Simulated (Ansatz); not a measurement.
Predict the output of the script below (Ansatz 0.2.0 through its Python package).

`albh6si2.xyz`
```text
10

Si   -1.53160    1.21680   -1.28390
Al    0.02650   -0.06070   -0.18550
B     0.62950   -1.96600    0.65130
Si    1.72350   -0.33560    1.21760
H    -2.18850    0.47130   -2.39790
H    -2.61980    1.68720   -0.34120
H    -0.90370    2.45790   -1.85300
H     0.51830   -3.11140    0.77480
H     1.39540   -0.01240    2.67580
H     3.03350   -0.39830    0.74500
```

The script, `run_freq.py`:
```python
"""Harmonic frequencies of AlBH6Si2 at its relaxed geometry."""

import ansatz as az
import numpy as np


def main() -> None:
    geometry = az.Crystal.molecule_from_extxyz("albh6si2.xyz")

    job = (
        geometry.calculation()
        .basis(gaussian="def2-SVP")
        .functional("pbe0")
    )
    symbols = [site.symbol for site in geometry.cartesian_sites]
    start = np.array([site.position_ang for site in geometry.cartesian_sites], dtype=float)
    rep = job.relax(force_tolerance=0.003).run().report
    end = np.array(rep["positions_ang"])

    print("bond        before    after (A)")
    for i, j in [(0, 1), (0, 4), (0, 5), (0, 6), (1, 2), (1, 3), (2, 3), (2, 7), (3, 8), (3, 9)]:
        d0, d1 = (np.linalg.norm(xyz[i] - xyz[j]) for xyz in (start, end))
        print(f"{symbols[i]}{i}-{symbols[j]}{j}".ljust(10), f"{d0:8.4f} {d1:8.4f}")
    for i, j, k in [(1, 0, 4), (1, 0, 5), (1, 0, 6), (4, 0, 5), (4, 0, 6), (5, 0, 6), (0, 1, 2), (0, 1, 3)]:
        u, v = end[i] - end[j], end[k] - end[j]
        print(f"angle {symbols[i]}{i}-{symbols[j]}{j}-{symbols[k]}{k}: {np.degrees(np.arccos(np.clip(u @ v / np.linalg.norm(u) / np.linalg.norm(v), -1, 1))):.2f} deg")

    # same settings at the minimum
    minimum = az.Crystal.molecule()
    for symbol, xyz in zip(symbols, end):
        minimum = minimum.atom(symbol, xyz.tolist())
    vibrating = (
        minimum.calculation()
        .basis(gaussian="def2-SVP")
        .functional("pbe0")
        .phonons(temperatures=(100, 500, 100))
    )
    vib = vibrating.run().report["vibrations"]
    sums = vib["harmonic_sums"]
    modes = [m["omega_inv_cm"] for m in sums["modes_at_gamma"] if m["rigid_motion"] == "no"]
    print("frequencies (1/cm):", " ".join(f"{w:.0f}" for w in modes))
    print("imaginary modes:", sum(w < 0 for w in modes), " zero-point energy:", round(sums["zero_point_energy_ev"], 4), "eV")
    print("T (K)   F_vib (eV)   S_vib (meV/K)   C_vib (meV/K)")
    for row in zip(sums["temperatures_k"], sums["vibrational_free_energy_ev"], vib["entropy_ev_per_k"], vib["heat_capacity_ev_per_k"]):
        print(f"{row[0]:6.1f} {row[1]:11.4f} {1000 * row[2]:13.4f} {1000 * row[3]:15.4f}")


if __name__ == "__main__":
    main()
```

```console
$ python run_freq.py
bond        before    after (A)
Si0-Al1      2.2948   2.4528
Si0-H4       1.4927   1.4964
Si0-H5       1.5146   1.4966
Si0-H6       1.5028   1.4966
Al1-B2       2.1666   2.0144
Al1-Si3      2.2190   2.4527
B2-Si3       2.0435   1.8603
B2-H7        1.1574   1.1987
Si3-H8       1.5292   1.5735
Si3-H9       1.3941   1.4954
angle Al1-Si0-H4: 110.20 deg
angle Al1-Si0-H5: 110.52 deg
angle Al1-Si0-H6: 110.56 deg
angle H4-Si0-H5: 108.49 deg
angle H4-Si0-H6: 108.49 deg
angle H5-Si0-H6: 108.52 deg
angle Si0-Al1-B2: 174.52 deg
angle Si0-Al1-Si3: 137.49 deg
frequencies (1/cm): 40 95 113 277 289 334 399 450 451 579 654 703 744 843 850 928 930 1227 1846 2212 2214 2226 2228 2716
imaginary modes: 0  zero-point energy: 1.4474 eV
T (K)   F_vib (eV)   S_vib (meV/K)   C_vib (meV/K)
 100.0      1.4354        0.2765          0.3174
 200.0      1.3918        0.5972          0.6427
 300.0      1.3162        0.9115          0.9132
 400.0      1.2103        1.2028          1.1109
 500.0      1.0766        1.4674          1.2594
```

The frequencies are harmonic and unscaled, in a modest basis. The result belongs to the one conformer reached from this start, and soft torsions count as harmonic oscillators. The whole script took 6.7 min on 1 thread of Intel(R) Xeon(R) Platinum 8375C CPU @ 2.90GHz (Ice Lake), on a shared host, peak memory 0.28 GiB.

(Lines on the test bed's own set-up are left out of the output.)
